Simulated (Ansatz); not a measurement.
# C₂H₃ClTe: how energies converge with the basis set

The task here is to estimate one member of a computed series from the others.

Computed with Ansatz 0.2.0, Gaussian basis. Level: one geometry, several basis sets.

The runs, in order: PBE0-D4/def2-SVP; ωB97M-V/def2-SVP; PBE0-D4/def2-QZVPP; ωB97M-V/def2-QZVPP; the functionals' def2-TZVPP values are taken from earlier runs.

### The geometry

The geometry comes from an earlier relaxation with PBE0-D4 in a triple-zeta def2 set; it is a stationary point, not always the lowest conformer. Te takes the def2 core potential; no spin-orbit term is included.

SMILES `C=C(Cl)[TeH]`, 7 atoms, charge 0, spin multiplicity 1.

Atoms are counted from 1 here; the program's logs count them from 0.

Bond lengths: C1–C2 1.325 Å, C1–H5 1.084 Å, C1–H6 1.083 Å, C2–Cl3 1.726 Å, C2–Te4 2.104 Å, Te4–H7 1.658 Å. Angles: C2–C1–H5 121.2°, C2–C1–H6 120.5°, H5–C1–H6 118.3°, C1–C2–Cl3 121.0°, C1–C2–Te4 121.8°, Cl3–C2–Te4 117.0°, C2–Te4–H7 93.1°.

Geometry (Å):

```mol
C2H3ClTe
  3D, bonds by distance, orders not assigned

  7  6  0  0  0  0  0  0  0  0999 V2000
    0.2043   -0.1863    1.1929 C   0  0
   -0.2223    0.1627   -0.0124 C   0  0
   -1.8846    0.5292   -0.2960 Cl  0  0
    1.1025    0.4264   -1.6258 Te  0  0
   -0.4699   -0.2148    2.0413 H   0  0
    1.2411   -0.4546    1.3521 H   0  0
    0.0900   -0.3305   -2.6979 H   0  0
  1  2  8  0
  2  3  8  0
  2  4  8  0
  1  5  8  0
  1  6  8  0
  4  7  8  0
M  END
```

The first run:

File in.yaml:

```yaml
crystal:
  periodic: [false, false, false]
  atoms:
    - {symbol: C, position_ang: [0.204267, -0.186337, 1.192875]}
    - {symbol: C, position_ang: [-0.222274, 0.162652, -0.012448]}
    - {symbol: Cl, position_ang: [-1.884576, 0.529249, -0.296005]}
    - {symbol: Te, position_ang: [1.102547, 0.426413, -1.625780]}
    - {symbol: H, position_ang: [-0.469889, -0.214845, 2.041298]}
    - {symbol: H, position_ang: [1.241102, -0.454623, 1.352132]}
    - {symbol: H, position_ang: [0.090022, -0.330508, -2.697873]}
basis:
  gaussian: {orbitals: def2-SVP}
hamiltonian: {xc: pbe0, dispersion: d4}
output: {orbitals: {seedname: orbitals}}
```

The run is started by

```sh
ansatz run in.yaml --threads 2 --pin off --events-out ev --progress --plain --max-ram 4352MiB
```

Steps of the session up to this table: PBE0-D4 in def2-SVP; ωB97M-V in def2-SVP; PBE0-D4 in def2-QZVPP; ωB97M-V in def2-QZVPP.

One of the session's tables, all rows but one given; the rest of the session is left out.

It belongs to the step «Density functionals: the series». 

```
functional       basis  HOMO (eV)
   PBE0-D4    def2-SVP      -6.33
   PBE0-D4  def2-TZVPP      -6.44
   PBE0-D4  def2-QZVPP          ?
   ωB97M-V    def2-SVP      -8.39
   ωB97M-V  def2-TZVPP      -8.53
   ωB97M-V  def2-QZVPP      -8.56
```

Estimate the missing values for PBE0-D4, def2-QZVPP.

As computed: HOMO (eV): -6.47. In the column «HOMO (eV)» it lies between ωB97M-V, def2-SVP (-8.39) and PBE0-D4, def2-TZVPP (-6.44).
